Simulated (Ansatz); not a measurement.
What does this script print? It uses the Python package of Ansatz (0.2.0).

`deck_mnago2.py`:
```python
"""Single point of MnAgO2 through the engine session."""

import warnings

import ansatz as az
import numpy as np


def main() -> None:
    warnings.simplefilter("ignore", az.DeckWarning)

    inputs = {
        "crystal": {
            "lattice": [[3.12809, 0.0, 0.0], [-1.564045, 2.709005, 0.0], [0.0, 0.0, 12.474103]],
            "atoms": [
                {"symbol": "Mn", "position": [0.0, 0.0, 0.5], "spin": 4.0},
                {"symbol": "Mn", "position": [0.0, 0.0, 0.0], "spin": -4.0},
                {"symbol": "Ag", "position": [0.666667, 0.333333, 0.75]},
                {"symbol": "Ag", "position": [0.333333, 0.666667, 0.25]},
                {"symbol": "O", "position": [0.666667, 0.333333, 0.919252]},
                {"symbol": "O", "position": [0.333333, 0.666667, 0.080748]},
                {"symbol": "O", "position": [0.333333, 0.666667, 0.419252]},
                {"symbol": "O", "position": [0.666667, 0.333333, 0.580748]},
            ],
        },
        "magnetization": {"spin_polarized": True},
        "kpoints": {"mp_grid": {"grid": [8, 8, 2]}},
        "hamiltonian": {"xc": "lda"},
        "scf": {"occupations": {"method": "gaussian", "width": 0.15}},
        "basis": {"ecutwfc": "420 eV"},
        "output": {"forces": True},
    }

    outcome = az.Session.from_dict(inputs).plan().execute()
    rep = outcome.report

    n_atoms = len(rep["lattice"]["sites"])
    print("F =", round(rep["free_energy_ev"], 4), "eV for", n_atoms, "atoms")
    print("E(sigma -> 0) =", round(rep["energy_sigma0_ev"], 4), "eV, TS =", round(rep["entropy_ts_ev"], 5), "eV")
    print("closed by", rep["closed_by"], "after", rep["n_iterations"], "iterations")

    # forces in eV per angstrom
    forces = np.array(rep["forces_ev_ang"])
    norms = np.linalg.norm(forces, axis=1)
    print("largest force {:.4f} eV/A on atom {}".format(norms.max(), norms.argmax()))
    print(np.array2string(forces, precision=4, suppress_small=True))

    print(f"net moment {rep['magnetization_mub']:.3f} muB, absolute {rep['absolute_magnetization_mub']:.3f} muB")
    for index, (site, m) in enumerate(zip(outcome.lattice.sites, rep["site_moments_mub"])):
        print(f"  {index:2d} {site.symbol:2s} {m:7.3f}")

    print("doubts on the final state:", rep["published_state_doubts"] or "none")
    print("warnings:", sorted({n["data"]["kind"] for n in outcome.notices if n["data"].get("severity") in ("warning", "doubt")}) or "none")

    used = rep["setup"]
    print("cutoffs (eV):", used["ecut_ev"], used["ecutrho_ev"], " FFT grid:", used["fft_dense"])
    print("cell volume {:.3f} A^3, {} symmetry operations".format(used["cell_volume_ang3"], used["n_sym_ops"]))


if __name__ == "__main__":
    main()
```

```console
$ python deck_mnago2.py
F = -24817.2074 eV for 8 atoms
E(sigma -> 0) = -24817.1866 eV, TS = 0.0417 eV
closed by deck_thresholds after 16 iterations
largest force 0.6115 eV/A on atom 5
[[-0.      0.      0.    ]
 [ 0.     -0.      0.    ]
 [ 0.     -0.     -0.0001]
 [ 0.      0.      0.0001]
 [ 0.     -0.      0.6115]
 [-0.      0.     -0.6115]
 [ 0.      0.      0.6114]
 [-0.     -0.     -0.6114]]
net moment 0.000 muB, absolute 7.841 muB
   0 Mn   3.341
   1 Mn  -3.341
   2 Ag   0.000
   3 Ag   0.000
   4 O   -0.017
   5 O   -0.017
   6 O    0.017
   7 O    0.017
doubts on the final state: none
warnings: none
cutoffs (eV): 420.0 1680.0  FFT grid: [24, 24, 90]
cell volume 105.706 A^3, 12 symmetry operations
```

What to keep in mind:
- Absolute energies stand on the zero of these potentials, so only differences at equal settings mean something. A total without «per atom» is that of the cell as typed.
- Other magnetic orders than the one started from may lie lower.
- For a metal this k-point mesh is coarse: on a finer one energies can move by several to tens of meV an atom and pressures by half a GPa or more, differences at one mesh by less.
- Without a Hubbard U or exact exchange, semilocal functionals often make such 3d compounds metallic or too weakly gapped.
- This cell is a computed structure, which may not be the phase found in nature.
- Processor time in the engine: 19 s on 1 thread of Intel(R) Xeon(R) Processor @ 2.30GHz (shared host), peak memory 0.73 GiB.
